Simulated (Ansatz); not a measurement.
# H3PSe, SMILES P[SeH]: an active-space calculation

Program: the Python package of Ansatz (0.2.0).

At the Python prompt:
```pycon
>>> import ansatz
>>> geometry_ang = [
...     ("P", (-0.6849, -0.3704, 0.5329)),
...     ("Se", (1.2834, 0.6456, 0.0727)),
...     ("H", (-0.1878, -1.6328, 0.7582)),
...     ("H", (-0.9434, -0.5916, -0.88)),
...     ("H", (0.5826, 1.8756, -0.5252)),
... ]
>>> h3pse = ansatz.Crystal.molecule()
>>> for symbol, xyz in geometry_ang:
...     h3pse = h3pse.atom(symbol, xyz)
...
>>> base = h3pse.calculation()
>>> base = base.basis(gaussian="def2-SVP")
>>> base = base.correlation(active_electrons=4, active_orbitals=5)
>>> for method in [None, "sc_nevpt2", "fic_mrcisd_q"]:
...     rep = (base if method is None else base.correlation(method)).run(threads=1).report
...     space = rep["configurations"]
...     state = space["states"][0]
...     print(method or "casscf", f"total {rep['free_energy_ev'] / 27.211386246:.6f} Ha, active-space state {state['energy']['hartree']:.6f} Ha, mean field {rep['reference_energy_ev'] / 27.211386246:.6f} Ha")
...     print("  determinants", state["n_determinants"], " natural occupations", [round(n, 3) for n in space["natural_occupations"]])
...
casscf total -2741.954473 Ha, active-space state -2741.954473 Ha, mean field -2741.915726 Ha
  determinants 100  natural occupations [1.969, 1.961, 0.039, 0.023, 0.008]
sc_nevpt2 total -2742.279132 Ha, active-space state -2741.954440 Ha, mean field -2741.915726 Ha
  determinants 100  natural occupations [1.969, 1.961, 0.039, 0.023, 0.008]
fic_mrcisd_q total -2742.309638 Ha, active-space state -2741.954440 Ha, mean field -2741.915726 Ha
  determinants 100  natural occupations [1.969, 1.961, 0.039, 0.023, 0.008]
```

Total energies depend on the basis set; only differences at equal settings carry meaning. The geometry is a force-field or estimated start, not a minimum of this method, and the basis set is short of its limit. The active space starts as a window about the frontier orbitals and is then optimised, not chosen by chemistry. Finished in 16 s on 1 thread of Arm Neoverse V1, on a shared host, peak memory 0.22 GiB.
